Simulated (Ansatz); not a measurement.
# InH₃O₂: basis-set convergence

The task here is to estimate one member of a computed series from the others.

Method: one geometry, several basis sets; program: Ansatz 0.2.0, Gaussian basis.

Levels to be run: PBE0-D4/def2-SVP; ωB97M-V/def2-SVP; PBE0-D4/def2-QZVPP; ωB97M-V/def2-QZVPP; the functionals' def2-TZVPP values are taken from earlier runs.

**Structure used throughout**

All runs share one geometry, relaxed beforehand with PBE0-D4 in a triple-zeta def2 set. In takes the def2 core potential; no spin-orbit term is included.

6 atoms, charge 0, spin multiplicity 1.

Atoms are counted from 1 here; the program's logs count them from 0.

Bond lengths: O1–In2 1.985 Å, O1–H4 0.959 Å, In2–O3 1.973 Å, In2–H5 1.692 Å, O3–H6 0.961 Å. Angles: In2–O1–H4 114.5°, O1–In2–O3 106.6°, O1–In2–H5 128.2°, O3–In2–H5 125.3°, In2–O3–H6 111.0°.

The first run:

File in.yaml:

```yaml
crystal:
  periodic: [false, false, false]
  atoms:
    - {symbol: O, position_ang: [-1.024911, -1.053685, 0.443570]}
    - {symbol: In, position_ang: [0.017390, 0.344775, -0.504735]}
    - {symbol: O, position_ang: [1.614325, 0.701800, 0.598217]}
    - {symbol: H, position_ang: [-1.834167, -1.316805, 0.000535]}
    - {symbol: H, position_ang: [-0.348931, 1.108401, -1.969913]}
    - {symbol: H, position_ang: [1.618394, 0.151514, 1.386126]}
basis:
  gaussian: {orbitals: def2-SVP}
hamiltonian: {xc: pbe0, dispersion: d4}
output: {orbitals: {seedname: orbitals}}
```

Run with:

```bash
$ ansatz run in.yaml --threads 2 --pin off --events-out ev --progress --plain --max-ram 32768MiB --backend cpu
```

Steps of the session up to this table: PBE0-D4 in def2-SVP; ωB97M-V in def2-SVP; PBE0-D4 in def2-QZVPP; ωB97M-V in def2-QZVPP.

One table of the session follows, with a row left open; its other results are not shown here.

It belongs to the step «Density functionals: the series». 

```
functional       basis  HOMO (eV)
   PBE0-D4    def2-SVP      -7.93
   PBE0-D4  def2-TZVPP      -8.26
   PBE0-D4  def2-QZVPP          ?
   ωB97M-V    def2-SVP     -10.35
   ωB97M-V  def2-TZVPP     -10.74
   ωB97M-V  def2-QZVPP     -10.82
```

**Question.** Estimate the row for PBE0-D4, def2-QZVPP.

As computed: HOMO (eV): -8.34. In the column «HOMO (eV)» it lies between ωB97M-V, def2-SVP (-10.35) and PBE0-D4, def2-TZVPP (-8.26).
